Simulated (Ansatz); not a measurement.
# C3H10Si (Si(iPr)H3) at 6 levels

Aim: a comparison of 6 runs (HF/3-21G, HF/def2-SVP, PBE0/def2-SVP, MP2/6-31+G*, MP2/aug-cc-pVDZ, MP2/def2-TZVP) of C3H10Si (Si(iPr)H3). 

The results are computed with Ansatz 0.2.0.

2 further runs of the same task are left out: 2 for a known fault of the program.

**1. The molecule**

The species is C3H10Si (14 atoms), meant as a singlet with charge 0. SMILES: `[H][Si]([H])([H])C(C)C`. Geometry: relaxed at GFN2-xTB.

Bond lengths: Si1–C2 1.910 Å, C2–C3 1.527 Å, C2–C4 1.527 Å, C2–H5 1.096 Å, C3–H6 1.088 Å, C3–H7 1.088 Å, C3–H8 1.090 Å, C4–H9 1.090 Å, C4–H10 1.088 Å, C4–H11 1.088 Å, Si1–H12 1.465 Å, Si1–H13 1.465 Å, Si1–H14 1.465 Å. Some angles: Si1–C2–C3 111.5°, Si1–C2–C4 111.4°, C3–C2–C4 110.0°, Si1–C2–H5 108.6°, C3–C2–H5 107.6°, C4–C2–H5 107.6°, C2–Si1–H12 109.3°, C2–Si1–H13 109.2°, C2–Si1–H14 109.4°, C2–C3–H6 111.0°.

**2. Energy and forces at HF/3-21G (run 1)**

Input file run.yaml:

```yaml
crystal:
  periodic: [false, false, false]
  atoms:
    - {symbol: Si, position_ang: [0.188850, 0.358060, -1.660450]}
    - {symbol: C, position_ang: [0.181040, 0.336830, 0.248930]}
    - {symbol: C, position_ang: [0.963970, -0.853140, 0.798590]}
    - {symbol: C, position_ang: [-1.243530, 0.325190, 0.799480]}
    - {symbol: H, position_ang: [0.668370, 1.249920, 0.610010]}
    - {symbol: H, position_ang: [1.994030, -0.836930, 0.448590]}
    - {symbol: H, position_ang: [0.511040, -1.789890, 0.479240]}
    - {symbol: H, position_ang: [0.975160, -0.838880, 1.888870]}
    - {symbol: H, position_ang: [-1.236740, 0.347290, 1.889620]}
    - {symbol: H, position_ang: [-1.804560, 1.187690, 0.445910]}
    - {symbol: H, position_ang: [-1.767870, -0.575020, 0.484530]}
    - {symbol: H, position_ang: [1.573040, 0.358320, -2.138980]}
    - {symbol: H, position_ang: [-0.498960, 1.562240, -2.132000]}
    - {symbol: H, position_ang: [-0.503840, -0.831680, -2.162340]}
basis:
  gaussian: {orbitals: 3-21G.json}
total_charge: 0
hamiltonian: {xc: hf}
accuracy: high
output: {forces: true, orbitals: {seedname: orbitals}}
```

The basis set 3-21G is read from a file made from the Basis Set Exchange's data (not shown).

Command:

```sh
$ ansatz run run.yaml --threads 1 --pin off --max-ram 3480MiB --events-out events.jsonl --progress --plain --runs-dir runs
```

Log:

```text
Warning: RAYON_NUM_THREADS=1 ignored (pool sized by the plan → 1); use --threads N
Functional definition: HF
  name "HF"
  exchange = exact_x
  correlation = 0
1511 factors; integrals over basis functions are off by at most 5.5e-9 eV
mean field evaluation 1: about -11050.1950 eV, gradient 2.3e1 eV
mean field evaluation 2: about -11050.6266 eV, gradient 2.3e1 eV
mean field evaluation 4: about -11052.1109 eV, gradient 2.4e0 eV
mean field evaluation 8: about -11052.1239 eV, gradient 1.3e-4 eV
mean field -11052.12390850 eV, -406.1580622389 hartree, gradient 1.6e-8 eV, S^2 0.000000; 0 other end points of the search recorded, 0 dependent functions left out
the calculation of the forces begins
reference -11052.12390850 eV, -406.1580622389 hartree; 21, 21 occupied and 39, 39 virtual orbitals, 1511 factors
Total energy: -11052.12390850 eV, -406.1580622389 hartree
Atom 0 at     0.188850     0.358060    -1.660450 Å, force     0.071426     0.129790     0.475807 eV/Å
Atom 1 at     0.181040     0.336830     0.248930 Å, force     0.283997     0.540496     0.252571 eV/Å
Atom 2 at     0.963970    -0.853140     0.798590 Å, force     0.383127    -0.447713     0.146097 eV/Å
Atom 3 at    -1.243530     0.325190     0.799480 Å, force    -0.566943     0.066787     0.148247 eV/Å
Atom 4 at     0.668370     1.249920     0.610010 Å, force    -0.099021    -0.188317    -0.241324 eV/Å
Atom 5 at     1.994030    -0.836930     0.448590 Å, force    -0.064153    -0.084738     0.100959 eV/Å
Atom 6 at     0.511040    -1.789890     0.479240 Å, force     0.067102     0.034323     0.064934 eV/Å
Atom 7 at     0.975160    -0.838880     1.888870 Å, force     0.004557    -0.016012    -0.163993 eV/Å
Atom 8 at    -1.236740     0.347290     1.889620 Å, force    -0.019213    -0.002053    -0.163192 eV/Å
Atom 9 at    -1.804560     1.187690     0.445910 Å, force    -0.042481    -0.096768     0.102569 eV/Å
Atom 10 at    -1.767870    -0.575020     0.484530 Å, force    -0.008479     0.080554     0.061927 eV/Å
Atom 11 at     1.573040     0.358320    -2.138980 Å, force     0.456233    -0.003549    -0.281454 eV/Å
Atom 12 at    -0.498960     1.562240    -2.132000 Å, force    -0.235004     0.389264    -0.281580 eV/Å
Atom 13 at    -0.503840    -0.831680    -2.162340 Å, force    -0.231148    -0.402064    -0.221567 eV/Å
Dipole moment:     0.001873     0.002892     0.118901 e Å
```

It took 2.5 s on 1 thread of Intel Xeon at 2.70GHz, shared host; peak memory 0.15 GiB.

**3. Energy and gradient at HF/def2-SVP (run 2)**

Input file input.yaml:

```yaml
crystal:
  periodic: [false, false, false]
  atoms:
    - {symbol: Si, position_ang: [0.188850, 0.358060, -1.660450]}
    - {symbol: C, position_ang: [0.181040, 0.336830, 0.248930]}
    - {symbol: C, position_ang: [0.963970, -0.853140, 0.798590]}
    - {symbol: C, position_ang: [-1.243530, 0.325190, 0.799480]}
    - {symbol: H, position_ang: [0.668370, 1.249920, 0.610010]}
    - {symbol: H, position_ang: [1.994030, -0.836930, 0.448590]}
    - {symbol: H, position_ang: [0.511040, -1.789890, 0.479240]}
    - {symbol: H, position_ang: [0.975160, -0.838880, 1.888870]}
    - {symbol: H, position_ang: [-1.236740, 0.347290, 1.889620]}
    - {symbol: H, position_ang: [-1.804560, 1.187690, 0.445910]}
    - {symbol: H, position_ang: [-1.767870, -0.575020, 0.484530]}
    - {symbol: H, position_ang: [1.573040, 0.358320, -2.138980]}
    - {symbol: H, position_ang: [-0.498960, 1.562240, -2.132000]}
    - {symbol: H, position_ang: [-0.503840, -0.831680, -2.162340]}
basis:
  gaussian: {orbitals: def2-SVP}
hamiltonian: {xc: hf}
accuracy: high
output: {forces: true, orbitals: {seedname: orbitals}}
```

Command:

```sh
$ ansatz run input.yaml --threads 1 --pin off --max-ram 3480MiB --events-out events.jsonl --progress --plain --runs-dir runs
```

Log:

```text
Warning: RAYON_NUM_THREADS=1 ignored (pool sized by the plan → 1); use --threads N
Functional definition: HF
  name "HF"
  exchange = exact_x
  correlation = 0
2727 factors; integrals over basis functions are off by at most 3.9e-9 eV
mean field evaluation 1: about -11104.4108 eV, gradient 2.9e1 eV
mean field evaluation 2: about -11104.4167 eV, gradient 2.9e1 eV
mean field evaluation 4: about -11107.0779 eV, gradient 3.4e0 eV
mean field evaluation 8: about -11107.1182 eV, gradient 5.5e-5 eV
mean field -11107.11820190 eV, -408.1790652446 hartree, gradient 2.2e-8 eV, S^2 0.000000; 0 other end points of the search recorded, 0 dependent functions left out
the calculation of the forces begins
reference -11107.11820190 eV, -408.1790652446 hartree; 21, 21 occupied and 89, 89 virtual orbitals, 2727 factors
Total energy: -11107.11820190 eV, -408.1790652446 hartree
Atom 0 at     0.188850     0.358060    -1.660450 Å, force     0.089880     0.165806     0.773045 eV/Å
Atom 1 at     0.181040     0.336830     0.248930 Å, force    -0.043234    -0.067690     0.040736 eV/Å
Atom 2 at     0.963970    -0.853140     0.798590 Å, force     0.121669     0.103479    -0.096300 eV/Å
Atom 3 at    -1.243530     0.325190     0.799480 Å, force     0.038035     0.157463    -0.095842 eV/Å
Atom 4 at     0.668370     1.249920     0.610010 Å, force     0.032545     0.056604    -0.198810 eV/Å
Atom 5 at     1.994030    -0.836930     0.448590 Å, force     0.179733    -0.114112     0.034054 eV/Å
Atom 6 at     0.511040    -1.789890     0.479240 Å, force     0.002495    -0.213848     0.010409 eV/Å
Atom 7 at     0.975160    -0.838880     1.888870 Å, force     0.033559    -0.051891     0.089472 eV/Å
Atom 8 at    -1.236740     0.347290     1.889620 Å, force    -0.064979     0.003299     0.090471 eV/Å
Atom 9 at    -1.804560     1.187690     0.445910 Å, force    -0.202169     0.088849     0.033673 eV/Å
Atom 10 at    -1.767870    -0.575020     0.484530 Å, force    -0.178604    -0.112631     0.009589 eV/Å
Atom 11 at     1.573040     0.358320    -2.138980 Å, force     0.353059    -0.002022    -0.245200 eV/Å
Atom 12 at    -0.498960     1.562240    -2.132000 Å, force    -0.183099     0.299684    -0.245009 eV/Å
Atom 13 at    -0.503840    -0.831680    -2.162340 Å, force    -0.178891    -0.312991    -0.200289 eV/Å
Dipole moment:     0.004057     0.006561     0.117374 e Å
```

Wall time 11 s (1 thread of Intel Xeon at 2.70GHz, shared host); peak memory 0.4 GiB.

Runs 3 to 5 aren't shown in full; the table further down has their settings and results.

**4. Energy and forces at MP2/def2-TZVP (run 6)**

input.yaml: that of step 3 with these lines changed.

```diff
@@ -1 +1,4 @@
+basis:
+  gaussian:
+    orbitals: def2-TZVP
 crystal:
@@ -17,5 +20,5 @@
     - {symbol: H, position_ang: [-0.503840, -0.831680, -2.162340]}
-basis:
-  gaussian: {orbitals: def2-SVP}
-hamiltonian: {xc: hf}
+correlation:
+  method: mp2
+  frozen_orbitals: {C: 1, H: 0, Si: 5}
 accuracy: high
```

Command:

```sh
$ ansatz run input.yaml --threads 1 --pin off --max-ram 3480MiB --events-out events.jsonl --progress --plain --runs-dir runs
```

Log:

```text
Warning: RAYON_NUM_THREADS=1 ignored (pool sized by the plan → 1); use --threads N
Functional definition: HF
  name "HF"
  exchange = exact_x
  correlation = 0
3690 factors; integrals over basis functions are off by at most 7.0e-9 eV
mean field evaluation 1: about -11109.4526 eV, gradient 3.5e1 eV
mean field evaluation 2: about -11109.6102 eV, gradient 3.5e1 eV
mean field evaluation 4: about -11113.2785 eV, gradient 4.1e0 eV
mean field evaluation 8: about -11113.3400 eV, gradient 1.9e-1 eV
mean field evaluation 16: about -11113.3402 eV, gradient 2.5e-8 eV
mean field -11113.34015840 eV, -408.4077179288 hartree, gradient 2.5e-8 eV, S^2 0.000000; 0 other end points of the search recorded, 0 dependent functions left out
8 core orbitals not correlated: weight in the atoms' cores, before any rotation towards them, 1.000 or more for the frozen orbitals, at most 0.000 for the correlated occupied ones
reference -11113.34015840 eV, -408.4077179288 hartree; 13, 13 occupied and 169, 169 virtual orbitals, 3690 factors
second order -17.39530304 eV of doubles, -0.00000000 eV of singles
the calculation of the forces begins
Total energy: -11130.73546145 eV, -409.0469835247 hartree
Atom 0 at     0.188850     0.358060    -1.660450 Å, force     0.058452     0.107810     0.927936 eV/Å
Atom 1 at     0.181040     0.336830     0.248930 Å, force    -0.026152    -0.039839    -0.158797 eV/Å
Atom 2 at     0.963970    -0.853140     0.798590 Å, force     0.040286     0.133809    -0.148209 eV/Å
Atom 3 at    -1.243530     0.325190     0.799480 Å, force     0.105462     0.108618    -0.147764 eV/Å
Atom 4 at     0.668370     1.249920     0.610010 Å, force     0.041212     0.074088    -0.165086 eV/Å
Atom 5 at     1.994030    -0.836930     0.448590 Å, force     0.163104    -0.096071     0.010160 eV/Å
Atom 6 at     0.511040    -1.789890     0.479240 Å, force    -0.033837    -0.181107    -0.014445 eV/Å
Atom 7 at     0.975160    -0.838880     1.888870 Å, force     0.001984    -0.029238     0.097070 eV/Å
Atom 8 at    -1.236740     0.347290     1.889620 Å, force    -0.028026    -0.010193     0.097807 eV/Å
Atom 9 at    -1.804560     1.187690     0.445910 Å, force    -0.177455     0.084788     0.010790 eV/Å
Atom 10 at    -1.767870    -0.575020     0.484530 Å, force    -0.130773    -0.125405    -0.016633 eV/Å
Atom 11 at     1.573040     0.358320    -2.138980 Å, force     0.282505    -0.005702    -0.185264 eV/Å
Atom 12 at    -0.498960     1.562240    -2.132000 Å, force    -0.150547     0.235911    -0.185428 eV/Å
Atom 13 at    -0.503840    -0.831680    -2.162340 Å, force    -0.146217    -0.257469    -0.122138 eV/Å
Dipole moment:     0.006724     0.011692     0.127427 e Å
```

Run time: 61 s. Hardware: 1 thread of Intel Xeon at 2.70GHz, shared host; peak memory 1.1 GiB.

**5. Overview of the runs**

```
run                              level  frozen core orbitals  energy (Eh)  dipole moment (D)  HOMO energy (eV)  LUMO energy (eV)  wall time
  1                           HF/3-21G                     –  -406.158062               0.57            -11.01              4.80      2.5 s
  2                        HF/def2-SVP                     –  -408.179065               0.56            -11.18              4.24       11 s
  3                      PBE0/def2-SVP                     –  -409.370447               0.65             -8.09              1.13       17 s
  4  MP2/6-31+G* (spherical functions)                     8  -408.812577               0.59            -11.14              1.85       15 s
  5                    MP2/aug-cc-pVDZ                     8  -408.932438               0.64            -11.07              0.95       62 s
  6                      MP2/def2-TZVP                     8  -409.046984               0.62            -11.11              3.40       61 s
```

**6. Summary of results**

```
                                          quantity          value
                               run 6: total energy  -409.04698 Eh
         run 6: dipole moment (correlated density)         0.62 D
        run 6: HOMO energy (Hartree–Fock orbitals)      -11.11 eV
        run 6: LUMO energy (Hartree–Fock orbitals)        3.40 eV
      run 6: HOMO–LUMO gap (Hartree–Fock orbitals)       14.50 eV
run 6: correlation energy (8 core orbitals frozen)     -639.3 mEh
                   run 6: largest force on an atom     0.936 eV/Å
```

What this shows: The dipole moment (its size) runs from 0.56 D (HF/def2-SVP) to 0.65 D (PBE0/def2-SVP). Over runs 1, 2, 3 the HOMO–LUMO gap runs from 9.22 eV (PBE0/def2-SVP) to 15.80 eV (HF/3-21G). The two ends differ in method and basis. All runs together took 2.8 min, the longest 62 s.
